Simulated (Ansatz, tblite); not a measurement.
**The cluster ZrH2O3: a ladder of methods and basis sets**

Aim: run the singlet of the cluster ZrH2O3 at one geometry on many levels, and compare frontier levels, spin and run time.

Program: Ansatz 0.2.0, Gaussian basis. Level of theory: as each input shows. These are calculated values, not measurements.

Plan: GFN1-xTB, GFN2-xTB, PBE-D4/def2-TZVP, r2SCAN-D4/def2-TZVP, BLYP-D4/def2-TZVP, CAM-B3LYP-D4/def2-TZVP, r2SCANh-D4/def2-TZVP, PBE-QIDH/def2-TZVP, ωB97M-V/def2-TZVP, LC-ωPBE/def2-TZVP, B97M-V/def2-TZVP, PBE+5HF/def2-TZVP, PBE+10HF/def2-TZVP, PBE+15HF/def2-TZVP, PBE+35HF/def2-TZVP, PBE+50HF/def2-TZVP, PBE-D4/def2-SVP, PBE0-D4/def2-SVP, PBE0-D4/def2-TZVPD, PBE-D4/def2-TZVPD, r2SCAN-D4/def2-TZVPD, CCSD(T)/def2-TZVPP, MP2/def2-TZVP, RPA/def2-TZVP.

## Step 1: The relaxed structure

The singlet was relaxed beforehand with PBE-D4/def2-TZVP. At that level it is the lowest of the isomers that a small search found.

6 atoms, charge 0, spin multiplicity 1.

Bond lengths: Zr1–O2 1.982 Å, Zr1–O3 1.769 Å, Zr1–O4 1.982 Å, O2–H5 0.968 Å, O4–H6 0.968 Å. Angles: O2–Zr1–O3 111.4°, O2–Zr1–O4 114.5°, O3–Zr1–O4 111.4°, Zr1–O2–H5 131.9°, Zr1–O4–H6 131.9°.

Zr takes a core potential in the def2 sets. No spin-orbit coupling is included.

PBE0-D4/def2-TZVP was run before; its log isn't repeated, and its numbers join the tables.

## Step 2: GFN1-xTB

Tight binding, by tblite at 300 K electronic temperature and without a spin-polarisation term:

```python
tblite.interface.Calculator('GFN1-xTB', numbers, positions, charge=0, uhf=0).singlepoint()
```

Energy -453.5728 eV, HOMO -12.09 eV, LUMO -8.59 eV; 0.004 s.

## Step 3: GFN2-xTB

Tight binding, by tblite at 300 K electronic temperature and without a spin-polarisation term:

```python
tblite.interface.Calculator('GFN2-xTB', numbers, positions, charge=0, uhf=0).singlepoint()
```

Energy -403.3986 eV, HOMO -10.79 eV, LUMO -7.91 eV; 0.003 s.

## Step 4: PBE-D4/def2-TZVP

start.molden holds the orbitals of an earlier run on this state, given as this run's starting guess.

The input, in.yaml:

```yaml
crystal:
  periodic: [false, false, false]
  atoms:
    - {symbol: Zr, position_ang: [-0.326754, 0.432205, 0.373632]}
    - {symbol: O, position_ang: [-0.803173, 0.461483, -1.550105]}
    - {symbol: O, position_ang: [-1.222339, -0.822379, 1.241781]}
    - {symbol: O, position_ang: [1.618223, 0.314583, 0.736834]}
    - {symbol: H, position_ang: [-1.405134, -0.085430, -2.074909]}
    - {symbol: H, position_ang: [2.139176, -0.300452, 1.272757]}
basis:
  gaussian: {orbitals: def2-TZVP, initial_orbitals: start.molden}
hamiltonian: {xc: pbe, dispersion: d4}
scf: {omitted_lower_state_checks: [starts]}
output: {orbitals: {seedname: orbitals}}
```

Launch:

```
$ ansatz run in.yaml --threads 4 --pin off --events-out ev --progress --plain --max-ram 3916MiB
```

The runs that follow: r2SCAN-D4/def2-TZVP; BLYP-D4/def2-TZVP; CAM-B3LYP-D4/def2-TZVP; r2SCANh-D4/def2-TZVP; PBE-QIDH/def2-TZVP; ωB97M-V/def2-TZVP; LC-ωPBE/def2-TZVP; B97M-V/def2-TZVP; PBE+5HF/def2-TZVP; PBE+10HF/def2-TZVP; PBE+15HF/def2-TZVP; PBE+35HF/def2-TZVP; PBE+50HF/def2-TZVP; PBE-D4/def2-SVP; PBE0-D4/def2-SVP; PBE0-D4/def2-TZVPD; PBE-D4/def2-TZVPD; r2SCAN-D4/def2-TZVPD; CCSD(T)/def2-TZVPP; MP2/def2-TZVP; RPA/def2-TZVP.

Before running them: what should the planned runs give, taken together? Wanted: gap in def2-TZVP, named functionals, smallest and largest; gap over the share of exact exchange; correlation energy, CCSD(T)/def2-TZVPP; correlation energy, MP2/def2-TZVP; binding an atom, CCSD(T)/def2-TZVPP; PBE0 total energy, smallest basis above largest.

**Answer**, as computed:

```
                                                 quantity                                  value
gap in def2-TZVP, named functionals, smallest and largest  3.25 eV (BLYP-D4), 10.30 eV (LC-ωPBE)
                     gap over the share of exact exchange           3.41 eV at 0, 7.95 eV at 0.5
                   correlation energy, CCSD(T)/def2-TZVPP                              -30.44 eV
                        correlation energy, MP2/def2-TZVP                              -28.53 eV
                      binding an atom, CCSD(T)/def2-TZVPP                               4.528 eV
          PBE0 total energy, smallest basis above largest         7.89 eV (def2-SVP, def2-TZVPD)
```

**Reading.** Over the named functionals in def2-TZVP the gap runs from 3.25 eV (BLYP-D4) to 10.30 eV (LC-ωPBE); exact exchange widens it. Raising the share of exact exchange from 0 to 0.5 moves the HOMO by -3.16 eV and the LUMO by +1.38 eV. The functionals in def2-TZVP miss CCSD(T)/def2-TZVPP by +0.015 (PBE0-D4) to +0.187 eV (BLYP-D4) an atom. CCSD(T)/def2-TZVPP isn't at the basis-set limit; small misses against it rank nothing.
